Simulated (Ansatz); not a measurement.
Relaxation of a periodic cell of 17 atoms, Si$_{16}$O (host Si, host structure diamond, interstitial O), to a largest force component of 0.03 eV/Å in at most 60 steps.

Theory: Ansatz, DFT r2SCAN, scalar-relativistic, plane waves, PAW. Settings: PAW set soft_1, cutoff 500 eV, k mesh 2x2x2, gaussian smearing 0.02 eV, spin collinear.

```xyz
17
Lattice="0.0000 5.4300 5.4300 5.4300 0.0000 5.4300 5.4300 5.4300 0.0000" Properties=species:S:1:pos:R:3:forces:R:3
Si 0.000 0.000 0.000 -0.09 -0.04 -0.14
Si 1.357 1.357 1.357 0.59 0.55 0.60
Si 2.715 2.715 0.000 0.03 0.01 -0.29
Si 4.072 4.072 1.357 -0.35 -0.31 0.38
Si 2.715 0.000 2.715 0.02 -0.29 0.03
Si 4.072 1.357 4.072 -0.24 0.22 -0.21
Si 5.430 2.715 2.715 0.18 0.02 0.02
Si 6.787 4.072 4.072 0.09 -0.10 -0.10
Si 0.000 2.715 2.715 -0.29 0.00 0.04
Si 1.357 4.072 4.072 0.33 -0.28 -0.30
Si 2.715 5.430 2.715 0.04 0.23 0.04
Si 4.072 6.787 4.072 -0.11 0.09 -0.11
Si 2.715 2.715 5.430 0.02 0.01 0.14
Si 4.072 4.072 6.787 -0.10 -0.10 0.09
Si 5.430 5.430 5.430 0.01 0.01 0.02
Si 6.787 6.787 6.787 0.09 0.09 0.09
O 8.060 2.689 8.042 -0.21 -0.09 -0.28
```

Q: Where does it end, and by what steps?

A: The forces met the threshold. The force dipped under the threshold on the way, but the program's further checks kept it going. Limits of this set-up: coarse k mesh, a small cell, in which the defect meets its images. After 15 steps the energy has fallen by 4.033 eV; O17 moved furthest, 1.31 Å. Joined: Si3–O17 (2.61 → 1.64 Å).

| step | energy less start (eV) | largest force component (eV/Å) | accepted |
| --- | --- | --- | --- |
| 0 | 0.0000 | 0.601 | yes |
| 1 | -0.1055 | 0.558 | yes |
| 2 | -0.6399 | 1.180 | yes |
| 3 | -0.9505 | 1.608 | yes |
| 4 | -1.1934 | 0.631 | yes |
| 5 | -1.3714 | 0.653 | yes |
| 6 | -1.6304 | 1.264 | yes |
| 7 | -1.9571 | 1.136 | yes |
| 8 | -2.1522 | 2.067 | yes |
| 9 | -2.7768 | 2.051 | yes |
| 10 | -3.4388 | 2.421 | yes |
| 11 | -3.8167 | 2.174 | yes |
| 12 | -3.9975 | 0.357 | yes |
| 13 | -4.0260 | 0.133 | yes |
| 14 | -4.0331 | 0.023 | yes |
| 15 | -4.0331 | 0.023 | yes |

```xyz
17
Lattice="0.0000 5.4300 5.4300 5.4300 0.0000 5.4300 5.4300 5.4300 0.0000" Properties=species:S:1:pos:R:3
Si 0.201 0.198 -0.072
Si 1.218 1.286 1.699
Si 2.938 2.978 0.018
Si 4.331 4.301 1.323
Si 2.737 -0.066 2.796
Si 4.097 1.411 4.044
Si 5.476 2.755 2.688
Si 6.806 4.047 4.122
Si -0.180 2.615 2.989
Si 1.380 4.036 4.088
Si 2.761 5.388 2.741
Si 3.951 6.659 4.322
Si 2.730 2.690 5.462
Si 4.076 3.973 6.896
Si 5.455 5.339 5.563
Si 6.828 6.758 6.834
O 7.556 2.623 6.830
```

Whether the end is a true minimum wasn't checked by a vibrational analysis.

The run took 8.1 min on 4 threads of Arm Neoverse V2 (shared host), peak memory 1.9 GiB.
